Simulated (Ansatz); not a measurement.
**BSiGeH+ (quartet): wave-function methods side by side, cc-pVDZ**

One table from this session's results is given with a row withheld; the runs are named, their logs left out.

Method: cc-pVDZ, core rule «outside noble gas», up to 20 orbitals frozen; program: Ansatz 0.2.0, Gaussian basis.

The runs, in order: UHF; CCSD(T) on ROHF; CCSD(T) on UHF; BCCD(T) on ROHF; CISD; CCSDT(Q) on ROHF; CCSDT(Q) on UHF.

21 further runs of the same task are left out: 9 that didn't finish, 12 set aside as unsound or not needed.

## What is computed

The geometry is a PBE0/def2-TZVP stationary point (not a proven minimum) of the parent state, kept for this charge and spin. No spin-orbit coupling is included. The filled d shell of Ge may be among the frozen orbitals whatever the setting's name suggests; the logs give the count.

4 atoms, charge 1, spin multiplicity 4.

Atoms are counted from 1 here; the program's logs count them from 0.

Bond lengths: B1–Si2 1.918 Å, B1–Ge3 2.013 Å, Si2–Ge3 2.529 Å, Si2–H4 1.633 Å, Ge3–H4 1.770 Å. Angles: Si2–B1–Ge3 80.1°, B1–Si2–Ge3 51.6°, B1–Si2–H4 95.7°, Ge3–Si2–H4 44.1°, B1–Ge3–Si2 48.3°, B1–Ge3–H4 88.3°, Si2–Ge3–H4 40.0°, Si2–H4–Ge3 95.9°.

The first run:

Input file in.yaml:

```yaml
crystal:
  periodic: [false, false, false]
  atoms:
    - {symbol: B, position_ang: [0.000000, 1.332119, 0.648825]}
    - {symbol: Si, position_ang: [0.000000, -0.240648, 1.745819]}
    - {symbol: Ge, position_ang: [0.000000, -0.087114, -0.778595]}
    - {symbol: H, position_ang: [0.000000, -1.304472, 0.506468]}
basis:
  gaussian: {orbitals: cc-pVDZ}
total_charge: 1
magnetization: {spin_polarized: true, initial_magnetization: 3}
hamiltonian: {xc: hf}
output: {orbitals: {seedname: orbitals}}
```

Started as:

```
$ ansatz run in.yaml --threads 1 --pin off --events-out ev --progress --plain --max-ram 2393MiB
```

Among the steps run: UHF; CCSD(T) on ROHF; CCSD(T) on UHF; BCCD(T) on ROHF; CISD; CCSDT(Q) on ROHF; CCSDT(Q) on UHF.

One table of the session follows, with a row left open; its other results are not shown here.

```
   method  from UCCSDT(Q) (meV)
     ROHF               +6690.1
      UHF               +6526.8
     RMP2               +1440.1
     UMP2               +1481.5
     CISD                +964.0
    RCCSD                +392.3
    UCCSD                +385.7
 RCCSD(T)                 +77.8
 UCCSD(T)                 +77.3
  BCCD(T)                 +75.5
   RCCSDT                 +26.8
   UCCSDT                 +24.3
RCCSDT(Q)                     ?
UCCSDT(Q)                     0
```

**Question.** Estimate the row for RCCSDT(Q).

As computed: from UCCSDT(Q) (meV): +2.8. In the column «from UCCSDT(Q) (meV)» it lies between UCCSDT(Q) (0) and UCCSDT (+24.3).

Limits of these values: Restricted and unrestricted rows rest on different reference determinants; where their highest levels disagree by more than a few hundredths of an eV, they describe different states and don't form one ladder.
